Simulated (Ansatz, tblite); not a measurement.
# Si(vinyl)(NCO)3 (C₅H₃N₃O₃Si): a ladder of methods and basis sets

An exercise on one series of results from a longer session: the logs are not shown, and one member is left open.

Method: as each input shows; program: Ansatz 0.2.0, Gaussian basis.

The runs, in order: GFN1-xTB, GFN2-xTB, PBE-D4/def2-TZVP, r2SCAN-D4/def2-TZVP, revPBE-D4/def2-TZVP, ωB97M-V/def2-TZVP, B97M-V/def2-TZVP, PBE+5HF/def2-SVP, PBE+10HF/def2-SVP, PBE+15HF/def2-SVP, PBE+35HF/def2-SVP, PBE+50HF/def2-SVP, PBE-D4/def2-SVP, PBE0-D4/def2-SVP, HF/6-31G, B3LYP-D4/6-31G, CCSD(T)/def2-TZVPP, MP2/def2-TZVP, RPA/def2-TZVP.

**The structure**

The singlet was relaxed beforehand with PBE-D4/def2-SVP.

15 atoms, charge 0, spin multiplicity 1.

Bond lengths: Si1–C2 1.851 Å, Si1–N7 1.719 Å, Si1–N10 1.719 Å, Si1–N13 1.720 Å, C2–C3 1.348 Å, C2–H4 1.105 Å, C3–H5 1.104 Å, C3–H6 1.103 Å, N7–C8 1.210 Å, C8–O9 1.180 Å, N10–C11 1.210 Å, C11–O12 1.180 Å, N13–C14 1.212 Å, C14–O15 1.180 Å. Angles: C2–Si1–N7 111.2°, C2–Si1–N10 111.2°, C2–Si1–N13 109.7°, N7–Si1–N10 107.0°, N7–Si1–N13 108.8°, N10–Si1–N13 108.9°, Si1–C2–C3 123.2°, Si1–C2–H4 117.7°, C3–C2–H4 119.1°, C2–C3–H5 121.6°, C2–C3–H6 122.0°, H5–C3–H6 116.4°, Si1–N7–C8 175.2°, N7–C8–O9 179.6°, Si1–N10–C11 177.9°, N10–C11–O12 179.7°, Si1–N13–C14 168.2°, N13–C14–O15 178.4°.

PBE0-D4/def2-TZVP was run before; its log isn't repeated, and its numbers join the tables.

Set-up of the first run:

Tight binding, by tblite at 300 K electronic temperature and without a spin-polarisation term:

```python
tblite.interface.Calculator('GFN1-xTB', numbers, positions, charge=0, uhf=0).singlepoint()
```

Tight binding, by tblite at 300 K electronic temperature and without a spin-polarisation term:

```python
tblite.interface.Calculator('GFN2-xTB', numbers, positions, charge=0, uhf=0).singlepoint()
```

start.molden holds the orbitals of an earlier run on this state, given as this run's starting guess.

File in.yaml:

```yaml
crystal:
  periodic: [false, false, false]
  atoms:
    - {symbol: Si, position_ang: [0.065330, 0.190002, -0.212114]}
    - {symbol: C, position_ang: [0.245097, 0.245234, 1.629236]}
    - {symbol: C, position_ang: [-0.130609, -0.765498, 2.438281]}
    - {symbol: H, position_ang: [0.686198, 1.155321, 2.075477]}
    - {symbol: H, position_ang: [-0.575997, -1.691948, 2.036976]}
    - {symbol: H, position_ang: [-0.011621, -0.712615, 3.533969]}
    - {symbol: N, position_ang: [1.591909, 0.325757, -0.990251]}
    - {symbol: C, position_ang: [2.708926, 0.386143, -1.452355]}
    - {symbol: O, position_ang: [3.795207, 0.450165, -1.909384]}
    - {symbol: N, position_ang: [-0.905666, 1.489284, -0.780354]}
    - {symbol: C, position_ang: [-1.624659, 2.383448, -1.164874]}
    - {symbol: O, position_ang: [-2.322062, 3.259256, -1.538201]}
    - {symbol: N, position_ang: [-0.664266, -1.295687, -0.680067]}
    - {symbol: C, position_ang: [-1.177910, -2.241387, -1.236628]}
    - {symbol: O, position_ang: [-1.679878, -3.177475, -1.749703]}
basis:
  gaussian: {orbitals: def2-TZVP, initial_orbitals: start.molden}
hamiltonian: {xc: pbe, dispersion: d4}
scf: {omitted_lower_state_checks: [starts]}
output: {forces: true, orbitals: {seedname: orbitals}}
```

The run is started by

```
$ ansatz run in.yaml --threads 2 --pin off --events-out ev --progress --plain --max-ram 32768MiB --backend cuda --devices 0, --max-vram 18GiB
```

Among the steps run: PBE-D4/def2-TZVP; r2SCAN-D4/def2-TZVP; revPBE-D4/def2-TZVP; ωB97M-V/def2-TZVP; B97M-V/def2-TZVP; PBE+5HF/def2-SVP; PBE+10HF/def2-SVP; PBE+15HF/def2-SVP; PBE+35HF/def2-SVP; PBE+50HF/def2-SVP; PBE-D4/def2-SVP; PBE0-D4/def2-SVP; HF/6-31G; B3LYP-D4/6-31G; CCSD(T)/def2-TZVPP; MP2/def2-TZVP; RPA/def2-TZVP.

One table of the session follows, with a row left open; its other results are not shown here.

It belongs to the step «Binding energy». 

| method | binding an atom (eV) |
| --- | --- |
| HF/6-31G | 2.766 |
| HF/def2-TZVP | 3.429 |
| HF/def2-TZVPP | ? |
| PBE-D4/def2-SVP | 5.595 |
| PBE-D4/def2-TZVP | 5.528 |
| revPBE-D4/def2-TZVP | 5.344 |
| r2SCAN-D4/def2-TZVP | 5.270 |
| B97M-V/def2-TZVP | 5.252 |
| B3LYP-D4/6-31G | 4.771 |
| PBE0-D4/def2-SVP | 5.344 |
| PBE0-D4/def2-TZVP | 5.286 |
| ωB97M-V/def2-TZVP | 5.246 |
| MP2/def2-TZVP | 5.264 |
| CCSD/def2-TZVPP | 4.876 |
| CCSD(T)/def2-TZVPP | 5.026 |

**Question.** Estimate the row for HF/def2-TZVPP.

The run gave: binding an atom (eV): 3.431. In the column «binding an atom (eV)» it lies between HF/def2-TZVP (3.429) and B3LYP-D4/6-31G (4.771).

Caveats from the session: Free atoms were run apart at each level; binding is atoms less cluster, divided by the number of atoms, without zero-point or spin-orbit terms.
